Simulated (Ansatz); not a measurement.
# Ga2BSb3: a trial structure relaxed

Where does this trial cell of Ga2BSb3 go when cell and atoms are let free?

Computed with Ansatz 0.2.0 (DFT PBE, scalar-relativistic, plane waves, PAW, unless a step's input says otherwise).

### Step 1. The system as given

It takes space group P4/mmm (No. 123, tetragonal). The conventional cell has a = 4.083 Å, b = 4.083 Å, c = 8.451 Å, α = 90.00°, β = 90.00°, γ = 90.00°. Ga (site symmetry mmm) is surrounded by 2 Sb at 2.04 Å. B (site symmetry 4/mmm) is surrounded by 10 Sb at 4.04 to 4.23 Å and 4 B at 4.08 Å. Around Sb (site symmetry 4mm) lie 4 Ga at 2.47 Å and 1 Sb at 2.79 Å. Sb (site symmetry 4/mmm) has 4 Ga at 2.04 Å as nearest neighbours.

Structure file:

```
CELL_PARAMETERS angstrom
4.08288 0.00000 0.00000
0.00000 4.08288 0.00000
0.00000 0.00000 8.45110
ATOMIC_POSITIONS crystal
Ga 0.00000 0.50000 0.00000
Ga 0.50000 0.00000 0.00000
B 0.50000 0.50000 0.50000
Sb 0.00000 0.00000 0.83484
Sb 0.00000 0.00000 0.16516
Sb 0.50000 0.50000 0.00000
```

A structure generator made this guess: random cell by space group and Wyckoff sites (P4/mmm, No. 123). The dimensions are guesses.

### Step 2. The guess as it stands, on a coarse mesh

input.yaml

```yaml
crystal:
  lattice:
    - [4.08287629, 0.0, 0.0]
    - [0.0, 4.08287629, 0.0]
    - [0.0, 0.0, 8.45110066]
  atoms:
    - { symbol: Ga, position: [0.0, 0.5, 0.0] }
    - { symbol: Ga, position: [0.5, 0.0, 0.0] }
    - { symbol: B, position: [0.5, 0.5, 0.5] }
    - { symbol: Sb, position: [0.0, 0.0, 0.83484441] }
    - { symbol: Sb, position: [0.0, 0.0, 0.16515559] }
    - { symbol: Sb, position: [0.5, 0.5, 0.0] }
basis:
  ecutwfc: 420
kpoints:
  mp_grid: { grid: [4, 4, 2] }
hamiltonian:
  xc: pbe
scf:
  occupations: { method: gaussian, width: 0.1 }
  lower_state_search: "off"
output:
  forces: true
  stress: true
  eigenvalues: true
```

Run with:

```sh
ansatz run input.yaml --threads 1 --pin off --max-ram 2560MiB --backend cpu --events-out ev --progress --plain --runs-dir out
```

Further runs follow: a loose first relaxation; full relaxation.

Before running it: what results should come out? Wanted: conventional cell; volume; energy over the elements; gap on the mesh.

**Answer**, as computed:

| quantity | value |
| --- | --- |
| symmetry at the end (tolerance 0.05 Å) | space group P4/mmm (No. 123) |
| conventional cell | a = 5.445 Å, b = 5.445 Å, c = 5.619 Å, α = 90.00°, β = 90.00°, γ = 90.00° |
| volume | 27.77 Å³/atom |
| energy over the elements | +0.95 eV/atom |
| gap on the mesh | none (metal) |

The space group P4/mmm (No. 123) is kept, and the volume per atom grows by 18.3 % from the first guess. With a positive formation energy it can't be a ground state. No finished test with a distortion of lower symmetry is shown, so the end may be a saddle point. The runs treat Sb without spin-orbit coupling.
